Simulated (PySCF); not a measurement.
# BEt2H: geometry, NMR shifts, electronic excitations, spin-spin couplings and core binding energies

Aim: predict the NMR shifts, electronic excitations, spin-spin couplings and core binding energies of BEt2H (`[H]B(CC)CC`).

Programs: PySCF 2.14.0, with density-fitted response routines of our own. Each step states its level of theory. These are calculated values for one molecule in the gas phase, unless marked as measured. Atoms are numbered from 0 throughout.

## (1) The starting structure

16 atoms, charge 0, multiplicity 1; geometry from: GFN2-xTB. The atoms were then displaced at random by about 0.03 Å, so the start is not that level's minimum.

Bonds of the start (Å): B0–C1 1.50, B0–C8 1.70, B0–H15 1.11, C1–C2 1.50, C1–H3 1.16, C1–H4 1.12, C2–H5 1.14, C2–H6 1.08, C2–H7 1.04, C8–C9 1.56, C8–H10 1.05, C8–H11 1.05, C9–H12 1.16, C9–H13 1.06, C9–H14 1.12.

## (2) Relaxing the molecule at PBE0-D3(BJ)/def2-SVP

What the job is given:

```
{"job": {"xc": "PBE0", "basis": "def2-SVP", "d3": "d3bj", "grid": 1, "maxiter": 40, "shake": 0.03, "kind": "geom"}, "charge": 0, "multiplicity": 1}
B     -0.312330    -0.667960     0.029650
C      1.188590    -0.614120    -0.032190
C      1.695210    -0.972140     1.338490
H      1.728410     0.371010    -0.323250
H      1.575950    -1.361550    -0.765660
H      2.832290    -0.967330     1.346800
H      1.459590    -0.242850     2.105090
H      1.444960    -1.928740     1.656890
C     -1.178340     0.787280     0.107110
C     -1.602040     1.132850    -1.354930
H     -0.605650     1.588920     0.471580
H     -2.062490     0.708560     0.674030
H     -2.231890     2.107920    -1.420750
H     -0.769170     1.260270    -2.000690
H     -2.239740     0.331240    -1.808070
H     -0.957710    -1.567300     0.042320
```

On the command line:

```console
OMP_NUM_THREADS=1 python probes_run.py task.json out
```

This one command runs all jobs of the session in turn.

**Question.** This job is followed by: GIAO PBE0/pcSseg-1 NMR shielding, non-relativistic, gas phase; TDDFT PBE0/def2-SVPD, vertical, gas phase, core orbitals frozen in the response; B3LYP/pcJ-1 indirect spin-spin coupling, non-relativistic, gas phase; GIAO KT2/pcSseg-1 NMR shielding, non-relativistic, gas phase; delta-SCF UKS SCAN, pcX-2 on the ionised atom (unc-x2c-TZVPall on a metal), pcseg-1 elsewhere, spin-free X2C. Predict these results of the whole session: point group; rotational constants (main isotopes); ¹³C shifts against TMS (PBE0/pcSseg-1, means over atoms taken as alike); ¹H shifts against TMS (PBE0/pcSseg-1, means over atoms taken as alike); ¹¹B shifts against BF3·OEt2 (PBE0/pcSseg-1); surface potential, 1st and 99th percentile; lowest singlet (PBE0/def2-SVPD); brightest single state of those computed; lowest triplet; vertical ionisation energy (ΔSCF); largest coupling of the table (B3LYP/pcJ-1); C1s binding energies, SCAN/pcX-2; B1s binding energies, SCAN/pcX-2; range of the shift of B0.

**Answer**, as computed:

| quantity | value |
| --- | --- |
| point group | C1 |
| rotational constants (main isotopes) | 12.73, 2.17, 2.08 GHz |
| ¹³C shifts against TMS (PBE0/pcSseg-1, means over atoms taken as alike) | 22.3, 4.0 ppm |
| ¹H shifts against TMS (PBE0/pcSseg-1, means over atoms taken as alike) | 7.21, 1.37, 0.85 ppm |
| ¹¹B shifts against BF3·OEt2 (PBE0/pcSseg-1) | 85.7 ppm |
| surface potential, 1st and 99th percentile | -0.36 V and 0.86 V |
| lowest singlet (PBE0/def2-SVPD) | 5.70 eV (218 nm), f = 0.002 |
| brightest single state of those computed | state 9, 8.59 eV, f = 0.127 |
| lowest triplet | 5.14 eV |
| vertical ionisation energy (ΔSCF) | 10.19 eV |
| largest coupling of the table (B3LYP/pcJ-1) | ¹J(C,H) C2–H5, 134.5 Hz |
| C1s binding energies, SCAN/pcX-2 | C2 290.68, C1 289.95 eV |
| B1s binding energies, SCAN/pcX-2 | B0 195.52 eV |
| range of the shift of B0 | 80.6 to 85.7 ppm |

In words: The start was shaken at random, so part of the energy gained undoes that. Relaxing lowered the energy by 0.850 eV in 5 steps; the close pair that moved most is B0–C8, from 1.695 to 1.568 Å. At PBE0/pcSseg-1: The largest span, 175 ppm, is at B0, where the paramagnetic term is -178 ppm. At PBE0/pcSseg-1, counted by nearest atom on the grid, the HOMO lies on B0 22 %; C1, C8 about 18 % each, the LUMO on B0 50 %; H15 12 %. The first singlet state (HOMO→LUMO 0.98) lies at 5.70 eV and is weak; of the 10 states computed, the strongest absorption comes from states 9 to 10 together at 8.59 eV (the last computed, so partners may be missing). The lowest triplet lies 0.56 eV below the lowest singlet (triplets in Tamm-Dancoff, singlets in full TDDFT). ΔSCF puts the ionisation energy at 10.19 eV, 1.98 eV above −ε(HOMO). Of the pairs tabulated at B3LYP/pcJ-1, C2–H5 (mean over like pairs) couples most strongly (134.5 Hz; Fermi contact 132.8 Hz). Couplings across rotatable bonds belong to this one conformer; where others are populated, the observed values are averages. C2 (carbon bonded to C, 3 H) binds its C1s electron 0.73 eV more tightly than C1 (carbon bonded to C, B, 2 H).
